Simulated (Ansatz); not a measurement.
**C₆H₁₄O₃: relaxing the structure**

Aim: relax C₆H₁₄O₃ from a cheap starting geometry.

Computed with Ansatz 0.2.0, Gaussian basis. Level: RKS PBE0-D4/def2-TZVP.

The runs, in order: relaxation at PBE0-D4/def2-TZVP.

1 further run of the same task is left out (set aside as unsound or not needed).

## Step 1: The system as given

SMILES `COCCOCCOC`, 23 atoms, charge 0, spin multiplicity 1.

Atoms are counted from 1 here; the program's logs count them from 0.

Bond lengths: C1–O2 1.407 Å, C1–H10 1.095 Å, C1–H11 1.088 Å, C1–H12 1.097 Å, O2–C3 1.404 Å, C3–C4 1.534 Å, C3–H13 1.099 Å, C3–H14 1.092 Å, C4–O5 1.408 Å, C4–H15 1.100 Å, C4–H16 1.099 Å, O5–C6 1.411 Å, C6–C7 1.539 Å, C6–H17 1.100 Å, C6–H18 1.093 Å, C7–O8 1.405 Å, C7–H19 1.100 Å, C7–H20 1.093 Å and more. Angles: O2–C1–H10 112.2°, O2–C1–H11 106.2°, O2–C1–H12 111.1°, H10–C1–H11 109.0°, H10–C1–H12 108.9°, H11–C1–H12 109.4°, C1–O2–C3 114.8°, O2–C3–C4 113.8°, O2–C3–H13 111.0°, O2–C3–H14 105.9°, C4–C3–H13 108.8°, C4–C3–H14 108.6°, H13–C3–H14 108.6°, C3–C4–O5 107.3°, C3–C4–H15 109.6°, C3–C4–H16 110.1°, O5–C4–H15 110.6°, O5–C4–H16 111.0° and more.

As a file:

```xyz
23
C6H14O3
C    -1.7116    1.9667   -2.2835
O    -0.3720    1.7117   -2.6314
C     0.1799    0.5594   -2.0484
C     0.5252    0.7229   -0.5625
O     1.1419   -0.4714   -0.1415
C     1.7075   -0.4299    1.1507
C     0.7003   -0.5078    2.3122
O     0.2197   -1.8036    2.5665
C    -0.6642   -2.2946    1.5842
H    -1.8165    2.2717   -1.2366
H    -2.0415    2.7822   -2.9243
H    -2.3404    1.0861   -2.4618
H    -0.4947   -0.3011   -2.1627
H     1.1007    0.3564   -2.6000
H     1.2074    1.5766   -0.4339
H    -0.3875    0.9204    0.0178
H     2.3092    0.4835    1.2659
H     2.3657   -1.3010    1.2035
H    -0.1379    0.1818    2.1315
H     1.2094   -0.2069    3.2312
H    -0.1807   -2.3710    0.6064
H    -0.9717   -3.2830    1.9200
H    -1.5480   -1.6492    1.4967
```

The start is a GFN2-xTB geometry.

## Step 2: Relaxation at PBE0-D4/def2-TZVP

Input file in.yaml:

```yaml
crystal:
  periodic: [false, false, false]
  atoms:
    - {symbol: C, position_ang: [-1.711620, 1.966680, -2.283480]}
    - {symbol: O, position_ang: [-0.372020, 1.711710, -2.631380]}
    - {symbol: C, position_ang: [0.179920, 0.559420, -2.048380]}
    - {symbol: C, position_ang: [0.525170, 0.722860, -0.562470]}
    - {symbol: O, position_ang: [1.141870, -0.471380, -0.141510]}
    - {symbol: C, position_ang: [1.707470, -0.429920, 1.150660]}
    - {symbol: C, position_ang: [0.700320, -0.507750, 2.312220]}
    - {symbol: O, position_ang: [0.219710, -1.803600, 2.566460]}
    - {symbol: C, position_ang: [-0.664180, -2.294640, 1.584200]}
    - {symbol: H, position_ang: [-1.816500, 2.271700, -1.236550]}
    - {symbol: H, position_ang: [-2.041530, 2.782250, -2.924320]}
    - {symbol: H, position_ang: [-2.340420, 1.086120, -2.461780]}
    - {symbol: H, position_ang: [-0.494710, -0.301130, -2.162740]}
    - {symbol: H, position_ang: [1.100670, 0.356440, -2.600000]}
    - {symbol: H, position_ang: [1.207440, 1.576620, -0.433880]}
    - {symbol: H, position_ang: [-0.387490, 0.920360, 0.017780]}
    - {symbol: H, position_ang: [2.309160, 0.483470, 1.265870]}
    - {symbol: H, position_ang: [2.365650, -1.300950, 1.203460]}
    - {symbol: H, position_ang: [-0.137920, 0.181840, 2.131550]}
    - {symbol: H, position_ang: [1.209420, -0.206930, 3.231160]}
    - {symbol: H, position_ang: [-0.180750, -2.371020, 0.606430]}
    - {symbol: H, position_ang: [-0.971670, -3.282970, 1.920010]}
    - {symbol: H, position_ang: [-1.548020, -1.649160, 1.496700]}
basis:
  gaussian: {orbitals: def2-TZVP}
hamiltonian: {xc: pbe0, dispersion: d4}
relax: {f_tol: 0.005, max_steps: 150}
```

Launch:

```bash
$ ansatz run in.yaml --threads 4 --pin off --events-out ev --progress --plain --max-ram 41984MiB --backend cuda --devices 0, --max-vram 37GiB
```

**Question.** What will the summary of the whole plan be? Wanted: point group; shift from the start; total energy; dispersion term; dipole moment.

As calculated:

| quantity | value |
| --- | --- |
| point group | C1 |
| steps | 20 |
| shift from the start (rms) | 0.290 Å |
| total energy | -12581.0527 eV |
| dispersion term | -403 meV |
| dipole moment | 1.34 D |

**Reading.** The atoms moved 0.29 Å (rms) from the start; the bond that changed most is C6–C7, from 1.539 to 1.517 Å. No vibrations were run, so it is not proven to be a minimum. The largest Mulliken charge, -0.29 e, sits on O5.
